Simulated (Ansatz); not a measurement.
**Cl₂FHOSi: how energies converge with the basis set**

Aim: see how fast density functionals converge with the basis set for Cl₂FHOSi.

Method: one geometry, several basis sets; program: Ansatz 0.2.0, Gaussian basis.

Levels to be run: PBE0-D4/def2-SVP; ωB97M-V/def2-SVP; PBE0-D4/def2-QZVPP; ωB97M-V/def2-QZVPP; the functionals' def2-TZVPP values are taken from earlier runs.

### 1 The relaxed structure

An earlier PBE0-D4 in a triple-zeta def2 set relaxation fixed the geometry.

SMILES `O[Si](F)(Cl)Cl`, 6 atoms, charge 0, spin multiplicity 1.

Atoms are counted from 1 here; the program's logs count them from 0.

Bond lengths: O1–Si2 1.612 Å, O1–H6 0.959 Å, Si2–F3 1.579 Å, Si2–Cl4 2.026 Å, Si2–Cl5 2.011 Å. Angles: Si2–O1–H6 118.9°, O1–Si2–F3 111.1°, O1–Si2–Cl4 111.7°, O1–Si2–Cl5 107.7°, F3–Si2–Cl4 106.7°, F3–Si2–Cl5 108.3°, Cl4–Si2–Cl5 111.3°.

Coordinates:

```xyz
6

O    -0.5077    0.4537    1.1225
Si    0.2195    0.0134   -0.2474
F     1.5832   -0.7267    0.0444
Cl   -0.9213   -1.2729   -1.3196
Cl    0.6180    1.6839   -1.2945
H    -0.9496   -0.2155    1.6485
```

### 2 PBE0-D4 in def2-SVP

in.yaml

```yaml
crystal:
  periodic: [false, false, false]
  atoms:
    - {symbol: O, position_ang: [-0.507699, 0.453737, 1.122505]}
    - {symbol: Si, position_ang: [0.219516, 0.013385, -0.247354]}
    - {symbol: F, position_ang: [1.583204, -0.726718, 0.044407]}
    - {symbol: Cl, position_ang: [-0.921330, -1.272913, -1.319612]}
    - {symbol: Cl, position_ang: [0.618049, 1.683921, -1.294514]}
    - {symbol: H, position_ang: [-0.949640, -0.215511, 1.648468]}
basis:
  gaussian: {orbitals: def2-SVP}
hamiltonian: {xc: pbe0, dispersion: d4}
output: {orbitals: {seedname: orbitals}}
```

Further steps of the session: ωB97M-V in def2-SVP; PBE0-D4 in def2-QZVPP; ωB97M-V in def2-QZVPP.

Q: Predict the results of all the runs planned. Wanted: PBE0-D4: double and triple zeta above quadruple; ωB97M-V: double and triple zeta above quadruple.

The runs gave:

| quantity | value |
| --- | --- |
| PBE0-D4: double and triple zeta above quadruple | 19.19, 1.29 eV |
| ωB97M-V: double and triple zeta above quadruple | 19.10, 1.22 eV |

What this shows: PBE0-D4 gains 17.90 eV from double to triple zeta, then 1.29 eV more. These are total energies; as a rule much of such shifts cancels in differences, which this series doesn't test. The LUMO of ωB97M-V is positive and keeps falling with the basis (2.52 to 1.26 eV): an unbound level that the basis holds in place.
